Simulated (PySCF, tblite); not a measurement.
# C6H6OP2: geometry, infrared bands and NMR shifts

Wanted: the infrared bands and NMR shifts of C6H6OP2 (`Cc1cpcc(C=O)p1`), by calculation.

Computed with tblite 0.8.0 and PySCF 2.14.0, with density-fitted response routines of our own, on a single molecule in the gas phase. Atoms are numbered from 0 throughout.

**1. Starting geometry**

15 atoms, charge 0, multiplicity 1; geometry from: force field or distance geometry start.

Bonds of the start (Å): C0–C1 1.46, C1–C2 1.39, C2–P3 1.72, P3–C4 1.73, C4–C5 1.39, C5–C6 1.46, C6–O7 1.26, C5–P8 1.73, P8–C1 1.75, C0–H9 1.12, C0–H10 1.12, C0–H11 1.14, C2–H12 1.09, C4–H13 1.09, C6–H14 1.10.

**2. Relaxing the molecule with GFN2-xTB**

What the job is given:

```
{"job": {"kind": "relax", "xc": "GFN2-xTB", "basis": "xTB"}, "charge": 0, "multiplicity": 1}
C     -2.664100     0.518800    -0.378100
C     -1.346300    -0.021500    -0.044700
C     -1.219400    -1.236500     0.626500
P      0.350500    -1.824500     0.993200
C      1.779300    -0.938300     0.572600
C      1.703300     0.279500    -0.099500
C      2.916900     1.013900    -0.455500
O      4.054900     0.549700    -0.156300
P      0.109200     0.857800    -0.465300
H     -2.691400     0.977400    -1.402800
H     -2.981700     1.264000     0.395700
H     -3.467700    -0.287700    -0.350700
H     -2.144100    -1.751300     0.883900
H      2.746200    -1.377200     0.833700
H      2.849700     1.984000    -0.974700
```

Started as:

```bash
OMP_NUM_THREADS=1 python probes_run.py task.json out
```

The driver reads the jobs from task.json and runs them one after another.

**Question.** This job is followed by: GFN2-xTB harmonic vibrations, gas phase; GIAO PBE0/pcSseg-1 NMR shielding, non-relativistic, gas phase. What will the session give for the following? strongest single infrared mode (GFN2-xTB); zero-point energy (GFN2-xTB); ¹³C shifts against TMS (PBE0/pcSseg-1); ¹H shifts against TMS (PBE0/pcSseg-1, means over atoms taken as alike); ³¹P shifts against H3PO4 (PBE0/pcSseg-1); ¹⁷O shifts against H2O (PBE0/pcSseg-1).

As calculated:

| quantity | value |
| --- | --- |
| strongest single infrared mode (GFN2-xTB) | 1741 cm⁻¹, 481 km/mol |
| zero-point energy (GFN2-xTB) | 63.6 kcal/mol |
| ¹³C shifts against TMS (PBE0/pcSseg-1) | 196.1, 183.2, 175.3, 170.4, 166.1, 30.7 ppm |
| ¹H shifts against TMS (PBE0/pcSseg-1, means over atoms taken as alike) | 10.64, 10.32, 9.78, 3.21 ppm |
| ³¹P shifts against H3PO4 (PBE0/pcSseg-1) | 291.3, 261.5 ppm |
| ¹⁷O shifts against H2O (PBE0/pcSseg-1) | 668.2 ppm |

What this shows: Relaxing lowered the energy by 1.542 eV in 100 steps; the close pair that moved most is C6–O7, from 1.265 to 1.204 Å. All 39 modes are real, so the xTB geometry is a minimum. The strongest single mode, at 1741 cm⁻¹, moves mainly C6 and O7. GFN2-xTB is a fitted tight-binding method: band positions and strengths are rough. Its intensities can rank the bands wrongly. C6 (aldehyde carbonyl carbon) lies farthest downfield among carbon, at 196.1 ppm; the double bond to the heteroatom, with no lone-pair donor beside it, deshields it most. At PBE0/pcSseg-1: The widest tensor belongs to O7: span 1373 ppm, with a paramagnetic part of -729 ppm. NICS(1)zz of -24 ppm above the planar ring from C1 marks a diatropic (aromatic) ring current.
